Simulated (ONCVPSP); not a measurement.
# An ONCV potential for Ir, from input to tests

Do these settings give a usable potential? It is generated, then checked for transferability, scattering, ghosts and hardness.

Program: ONCVPSP 4.0.1.1 (patched build). Reference atom: PBE, scalar-relativistic, spherical and spin-unpolarised. All values are calculated.

## (1) Settings

The settings as typed:

```json
{
 "element": "iridium (Ir, Z = 77)",
 "type": "optimised norm-conserving Vanderbilt (ONCV)",
 "frozen core": "[Kr] 4d10 4f14",
 "valence charge": "17",
 "reference configuration": "5s2 5p6 5d7 (charge +2)",
 "partial waves": "5s: rc 1.35 bohr, ncon 4, nbas 9, qcut 8.2 1/bohr, 2 projectors, debl 0.6 Ha; 5p: rc 1.15 bohr, ncon 4, nbas 7, qcut 6.9 1/bohr, 2 projectors, debl 1.4 Ha; 5d: rc 2.05 bohr, ncon 4, nbas 9, qcut 6.3 1/bohr, 2 projectors, debl 1.5 Ha",
 "local potential": "polynomial inside 0.90 bohr (lpopt 5, dvloc0 6 Ha)",
 "core correction": "not asked for"
}
```

## (2) The generation run

File Ir.dat:

```
# ATOM AND REFERENCE CONFIGURATION
# atsym  z   nc   nv     iexc    psfile
  Ir 77.00   10    3        4      upf
#
#   n    l    f
    1    0    2.00
    2    0    2.00
    2    1    6.00
    3    0    2.00
    3    1    6.00
    3    2   10.00
    4    0    2.00
    4    1    6.00
    4    2   10.00
    4    3   14.00
    5    0    2.00
    5    1    6.00
    5    2    7.00
#
# PSEUDOPOTENTIAL AND OPTIMIZATION
# lmax
    2
#
#   l,   rc,      ep,       ncon, nbas, qcut
    0    1.35    0.00    4    9    8.20
    1    1.15    0.00    4    7    6.90
    2    2.05    0.00    4    9    6.30
#
# LOCAL POTENTIAL
# lloc, lpopt,  rc(5),   dvloc0
    4    5    0.90    6.00
#
# VANDERBILT-KLEINMAN-BYLANDER PROJECTORs
# l, nproj, debl
    0    2    0.60
    1    2    1.40
    2    2    1.50
#
# MODEL CORE CHARGE
# icmod, fcfact, rcfact
    0    0.00    0.00
#
# LOG DERIVATIVE ANALYSIS
# epsh1, epsh2, depsh
   -6.00    5.00    0.04
#
# OUTPUT GRID
# rlmax, drl
    6.00    0.01
#
# TEST CONFIGURATIONS
# ncnf
    4
# nvcnf
#   n    l    f
    4
    5    0    2.00
    5    1    6.00
    5    2    7.00
    6    0    2.00
#
    4
    5    0    2.00
    5    1    6.00
    5    2    7.00
    6    0    1.00
#
    3
    5    0    2.00
    5    1    6.00
    5    2    6.00
#
    4
    5    0    2.00
    5    1    6.00
    5    2    7.00
    6    0    1.50
#
```

The run is started by

```console
oncvpsp.x < Ir.dat > Ir.out
```

**Question.** What will these runs give? Wanted: cutoffs for 1 and 0.1 mHa per electron, occupied waves; bound ghosts; GHOST(+) flags; largest test error; largest phase difference near zero energy, channels read; projector energies reset by the program.

As calculated:

| quantity | value |
| --- | --- |
| cutoffs for 1 and 0.1 mHa per electron, occupied waves | 94 Ha and 114 Ha |
| bound ghosts | d at -1196.63 eV |
| GHOST(+) flags | s at 53 eV, p at 358 eV |
| largest test error (AE − PS) | +14 meV, for 5s2 5p6 5d7 6s2 |
| largest phase difference near zero energy, channels read | 0.000 rad |
| projector energies reset by the program | s: -4.251, 0.250 Ha; p: -2.662, 0.250 Ha |

**Reading.** It has a bound ghost (d), a state that the atom doesn't have, and that rules the file out. By total energies transferability is good: the largest error is 14 meV on 27.3 eV, for 5s2 5p6 5d7 6s2. Atomic tests can pass in spite of a ghost, since they solve only for the levels asked. It counts as very hard, with 94 Ha needed at the looser tolerance. At the looser tolerance the 5p wave is the slowest; 5s needs 28 Ha. Near zero energy the phases of the channels with partial waves agree within 0.001 rad. The pseudo curves have a pole with no partner nearby in the atom's: s at 1.95 Ha. At positive energy that is a spurious or a displaced resonance. The program also flags highly localised states, GHOST(+) (s, p). Note that the frozen 4f shell (-80 eV) lies higher than the valence 5s shell (-116 eV).
